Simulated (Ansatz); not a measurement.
# Ni2Sb2Pd (element-swapped structure): how the settings move a single-point run

Aim: see which settings change the result for Ni2Sb2Pd (element-swapped structure), by how much, and at what cost.

Method: reference: DFT PBE, plane waves, PAW, scalar-relativistic, no spin polarisation, in Ansatz 0.2.0.

## 1. The starting structure

Symmetry: I4/mmm, No. 139, tetragonal system. The conventional cell has a = 4.192 Å, b = 4.192 Å, c = 10.249 Å, α = 90.00°, β = 90.00°, γ = 90.00°. Pd (site symmetry 4/mmm) is surrounded by 8 Sb at 3.20 Å and 8 Ni at 3.31 Å. Sb (site symmetry 4mm) has 1 Sb at 2.40 Å and 4 Ni at 2.50 Å as nearest neighbours. Ni (site symmetry -4m2) is surrounded by 4 Sb at 2.50 Å.

As a file:

```cif
data_structure
_symmetry_space_group_name_H-M 'P 1'
_symmetry_Int_Tables_number 1
_cell_length_a 4.1923
_cell_length_b 4.1923
_cell_length_c 5.9203
_cell_angle_alpha 69.264
_cell_angle_beta 69.264
_cell_angle_gamma 90.000
_cell_volume 90.07
loop_
_atom_site_label
_atom_site_type_symbol
_atom_site_fract_x
_atom_site_fract_y
_atom_site_fract_z
_atom_site_occupancy
Pd1 Pd 0.00000 0.00000 0.00000 1
Sb1 Sb 0.38280 0.38280 0.23440 1
Sb2 Sb 0.61720 0.61720 0.76560 1
Ni1 Ni 0.75000 0.25000 0.50000 1
Ni2 Ni 0.25000 0.75000 0.50000 1
```

## 2. Baseline

input.yaml reads:

```yaml
crystal:
  lattice:
    - [0.0, 4.192348, 0.0]
    - [4.192348, 0.0, 0.0]
    - [2.096174, 2.096174, -5.1246]
  atoms:
    - { symbol: Pd, position: [0.0, 0.0, 0.0] }
    - { symbol: Sb, position: [0.3828, 0.3828, 0.2344] }
    - { symbol: Sb, position: [0.6172, 0.6172, 0.7656] }
    - { symbol: Ni, position: [0.75, 0.25, 0.5] }
    - { symbol: Ni, position: [0.25, 0.75, 0.5] }
  symmetry: { tolerance: 0.0003 }
kpoints:
  mp_grid: { grid: [5, 5, 5], shift: [0, 0, 0] }
magnetization:
  spin_polarized: false
scf:
  occupations: { method: gaussian, width: 0.0666 }
hamiltonian:
  pseudopotentials: { kind: paw }
  xc: pbe
basis:
  ecutwfc: 420
output:
  forces: true
  stress: true
  eigenvalues: true
```

Command:

```console
$ ansatz run input.yaml --threads 1 --pin off --max-ram 2560MiB --backend cpu --events-out ev --progress --plain --runs-dir out
```

## 3. Variant: lower_state_search light, xc pbesol

input.yaml: that of step 2 with these lines changed.

```diff
@@ -18,5 +18,6 @@
   occupations: { method: gaussian, width: 0.0666 }
+  lower_state_search: light
 hamiltonian:
   pseudopotentials: { kind: paw }
-  xc: pbe
+  xc: pbesol
 basis:
```

## 4. Changing settings: hubbard.sites [{species: Pd, l: d, u_eff: 1.0}], hubbard.double_counting fll

input.yaml: that of step 2 with these lines changed.

```diff
@@ -21,2 +21,3 @@
   xc: pbe
+  hubbard: { sites: [{ species: Pd, l: d, u_eff: 1.0 }], double_counting: fll }
 basis:
```

## 5. Changed: ecutrho_ratio 9

input.yaml: that of step 2 with these lines changed.

```diff
@@ -23,2 +23,3 @@
   ecutwfc: 420
+  ecutrho_ratio: 9
 output:
```

## 6. Changing settings: mp_grid.shift [0.5, 0.5, 0.5], xc_grid 3

input.yaml: that of step 2 with these lines changed.

```diff
@@ -13,3 +13,3 @@
 kpoints:
-  mp_grid: { grid: [5, 5, 5], shift: [0, 0, 0] }
+  mp_grid: { grid: [5, 5, 5], shift: [0.5, 0.5, 0.5] }
 magnetization:
@@ -23,2 +23,3 @@
   ecutwfc: 420
+  xc_grid: 3
 output:
```

Before running it: what results should come out? Wanted: for each run, ending; energy change; pressure; gap; force.

As calculated:

```tsv
run	ending	energy change	pressure (GPa)	gap (eV)	force (eV/Å)	cycles	time
reference	converged	0	6.2	0.00	4.66	6	2.4 s
1: lower_state_search light, xc pbesol	converged	not comparable	0.7	0.00	4.67	7	2.6 s
2: hubbard.sites [{species: Pd, l: d, u_eff: 1.0}], hubbard.double_counting fll	converged	+46.2 meV/atom (U changed: no physical gain or loss)	6.3	0.00	4.65	14	5.7 s
3: ecutrho_ratio 9	converged	0.0 meV/atom	6.2	0.00	4.66	6	2.6 s
4: mp_grid.shift [0.5, 0.5, 0.5], xc_grid 3	converged	+5.6 meV/atom	6.3	0.00	4.67	7	3.5 s
```

Residual by cycle in the longest SCF loop of each run; runs are numbered as in the table. The quantity is the density residual dr2, in eV.

```tsv
cycle	reference	run 1	run 2	run 3	run 4
1	0.0197	0.198	226	0.0197	0.00773
2	0.00433	0.0235	118	0.00433	0.00216
3	1.6e-4	0.00216	11.2	1.6e-4	2.2e-4
5	2.1e-6	3.9e-6	2.62	2.1e-6	4.0e-6
6	8.9e-8	2.3e-7	0.899	9.0e-8	4.4e-7
7	-	2.2e-8	0.393	-	7.7e-8
8	-	-	0.103	-	-
9	-	-	0.0144	-	-
10	-	-	3.8e-4	-	-
12	-	-	4.0e-6	-	-
13	-	-	6.0e-7	-	-
14	-	-	9.4e-9	-	-
```

Of the converged runs whose energies compare with the reference's, «mp_grid.shift [0.5, 0.5, 0.5], xc_grid 3» moves the energy most (+5.6 meV/atom). A changed U is a change of model: its shifts are not errors of convergence. Of the variants the dearest is «hubbard.sites [{species: Pd, l: d, u_eff: 1.0}], hubbard.double_counting fll» (5.7 s), the cheapest «lower_state_search light, xc pbesol» (2.6 s), on a shared host. The reference has no spin polarisation; with Ni present, a magnetic state may lie lower.

Caveats on the reference run: its mesh is coarse for a cell with so small a gap or none; the cell is far from equilibrium (6 GPa, forces up to 4.7 eV/Å), so its values aren't those of the relaxed material; the structure is made up and not relaxed.
